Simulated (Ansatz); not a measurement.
Write a Python script for Ansatz 0.2.0, Python API that makes a projected density of states of SrAl₂Au₂, space group P4/nmm. Level of theory: LDA, PAW, the default cutoff (420 eV here), 5×5×2 k-points, Fermi-Dirac smearing of 0.1 eV.

```
CELL_PARAMETERS angstrom
4.48782 0.00000 0.00000
0.00000 4.48782 0.00000
0.00000 0.00000 10.53942
ATOMIC_POSITIONS crystal
Sr 0.00000 0.50000 0.24885
Sr 0.50000 0.00000 0.75115
Al 0.00000 0.00000 0.50000
Al 0.50000 0.50000 0.50000
Al 0.00000 0.50000 0.87565
Al 0.50000 0.00000 0.12435
Au 0.00000 0.00000 0.00000
Au 0.50000 0.50000 0.00000
Au 0.00000 0.50000 0.62891
Au 0.50000 0.00000 0.37109
```

The script, `sral2au2.py`:
```python
"""Projected density of states of SrAl2Au2."""

import warnings

import ansatz
import numpy as np

FILLING = "fermi_dirac"
SIGMA = 0.1
TOLERANCE = 1e-09
KGRID = (5, 5, 2)
EXTRA_BANDS = 26


def main() -> None:
    warnings.simplefilter("ignore", ansatz.DeckWarning)

    structure = (
        ansatz.Lattice.from_parameters(4.487821, 4.487821, 10.539424, alpha=90, beta=90, gamma=90)
        .space_group(129, hermann_mauguin="P4/nmm", origin_choice=1)
        .atom("Sr", (0.0, 0.5, 0.248846))
        .atom("Al", (0.0, 0.0, 0.5))
        .atom("Al", (0.0, 0.5, 0.875652))
        .atom("Au", (0.0, 0.0, 0.0))
        .atom("Au", (0.0, 0.5, 0.628913))
    )

    base = (
        structure.calculation()
        .occupations(FILLING, width=SIGMA)  # the run then minimises F = E - TS
        .functional(ansatz.Functional.LDA)
        .scf(tolerance=TOLERANCE)
        .kpoints(*KGRID)  # the mesh must be finer for metals
        .scf(extra_bands=EXTRA_BANDS)
        .density_of_states(projected=True, energy_step=0.1)
    )
    done = base.run(threads=1, pin="off")
    report = done.report

    dos = done.density_of_states()
    energy = np.asarray(dos.energies_ev) - dos.fermi_ev
    curves = {}
    for site in done.projected_density_of_states().sites:
        for shell in site.shells:
            weight = sum(np.sum(curve.g_bin_mean_per_ev, axis=0) for curve in shell.curves)
            name = f"{site.species} {shell.label}"
            curves[name] = curves.get(name, 0) + weight

    step = energy[1] - energy[0]
    windows = [(-6, -3), (-3, 0), (0, 4)]
    print("states by shell in windows of E - E_F (eV):", windows)
    for name, g in curves.items():
        print(f"{name:8s}", " ".join(f"{step * g[(energy >= a) & (energy < b)].sum():8.3f}" for a, b in windows))
    filled = (energy < 0) & (energy > -6)
    for name, g in curves.items():
        if g[filled].sum() * step > 0.5:
            print(f"centre of {name}: {np.average(energy[filled], weights=g[filled]):.2f} eV")


if __name__ == "__main__":
    main()
```

Output of `python sral2au2.py`:
```text
states by shell in windows of E - E_F (eV): [(-6, -3), (-3, 0), (0, 4)]
Sr 4S       0.038    0.023    0.012
Sr 5S       0.341    0.349    0.451
Sr 4P       0.096    0.070    0.025
Al 3S       0.862    1.610    1.415
Al 3P       3.137    5.383    6.094
Au 5S       0.014    0.006    0.030
Au 6S       1.487    0.870    1.161
Au 5P       0.032    0.062    0.030
Au 5D      33.660    1.776    0.881
centre of Sr 5S: -3.03 eV
centre of Al 3S: -2.53 eV
centre of Al 3P: -2.54 eV
centre of Au 6S: -3.67 eV
centre of Au 5D: -4.82 eV
```

Caveats:
- For a metal this k-point mesh is coarse: on a finer one energies can move by several to tens of meV an atom and pressures by half a GPa or more, differences at one mesh by less.
- The empty d shell of the heavier alkali and alkaline-earth atoms, which makes much of a conduction band, may have no channel.
- Spin-orbit coupling, which matters for elements this heavy, is left out.
- This cell is a computed structure, which may not be the phase found in nature.
- Curves are summed over the cell's atoms. Only shells that the potentials hold have channels, so projections don't add up to the total, least of all where a shell is missing (p of most metals); heights and places of peaks move with the mesh.
- The computed bands are complete only to about 7.7 eV above the Fermi level; beyond that the density of states is undercounted.
- A band centre counts only the states inside the window taken.
- Hardware and time: 15 s on 1 thread of Arm Neoverse V2 (shared host), peak memory 0.54 GiB.
